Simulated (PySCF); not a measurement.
# C3H9Bi (BiMe3): the cost of one run

Programs: PySCF 2.14.0, with routines of our own; each step states its level. All values are computed. Atoms count from 0.

### Step 1. The system as given

13 atoms, charge 0, multiplicity 1; geometry from: GFN2-xTB.

### Step 2. NMR shieldings: PBE0/pcJ-1 Bi:dyall-v2z, spin–orbit

The job: settings as JSON, then the geometry in Å.

```
{"job": {"xc": "PBE0", "basis": {"default": "pcJ-1", "Bi": "dyall-v2z"}, "rel": "so", "kind": "hnmr"}, "charge": 0, "multiplicity": 1}
Bi     0.011590     0.007420     1.313090
C      1.882080    -0.001830     0.030580
H      2.528280     0.822020     0.303050
H      1.599180     0.098870    -1.006710
H      2.418080    -0.932760     0.161740
C     -0.939830     1.630190     0.046910
H     -0.800850     1.386140    -0.996130
H     -0.476770     2.586200     0.253500
H     -1.999210     1.694290     0.258920
C     -0.941070    -1.627290     0.062560
H     -2.014010    -1.617480     0.199320
H     -0.553850    -2.595630     0.351510
H     -0.713620    -1.450130    -0.978350
```

With the program's defaults for keys left out, this is: PBE0/pcJ-1 Bi:dyall-v2z GIAO NMR shielding, X2C with spin-orbit coupling, screened-nuclear two-electron part, Gaussian nuclei, gas phase.

Started as:

```console
$ OMP_NUM_THREADS=1 python heavy_run.py task.json out
```

The driver reads the jobs from task.json and runs them one after another.

**Question.** How long does this first job take on 1 thread of Intel Xeon Platinum 8488C, shared host, and how much memory does it need?

About 7.9 min, with a peak of 2.2 GiB.
